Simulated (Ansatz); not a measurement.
GaGe3:

```xyz
4
Lattice="4.2785 0.0000 0.0000 0.0000 4.2785 0.0000 0.0000 0.0000 4.2785" Properties=species:S:1:pos:R:3 pbc="T T T"
Ge    2.1392    2.1392    0.0000
Ge    2.1392    0.0000    2.1392
Ge    0.0000    2.1392    2.1392
Ga    0.0000    0.0000    0.0000
```

The cell comes from a database or a generator and needn't be the stable form of this composition.

Program: Ansatz 0.2.0. Alike in all runs: task band structure; potentials or basis Ansatz PAW; no spin polarisation; cell as given; k mesh 6 × 6 × 6; smearing fermi-dirac 0.05 eV.

Problem. Order these runs on this cell by their pressure, lowest first.
A. level r2SCAN; cutoff (eV) 500
B. level PBE; cutoff (eV) 420
C. level LDA; cutoff (eV) 420

Solution. C (-4.9 GPa), A (-2.3 GPa), B (-0.1 GPa).

Caveats: the PAW data sets come from PBE, with cores solved anew for the run's functional, which leaves a small shift of forces and pressure (some runs).

Not every run made on this cell is shown here.
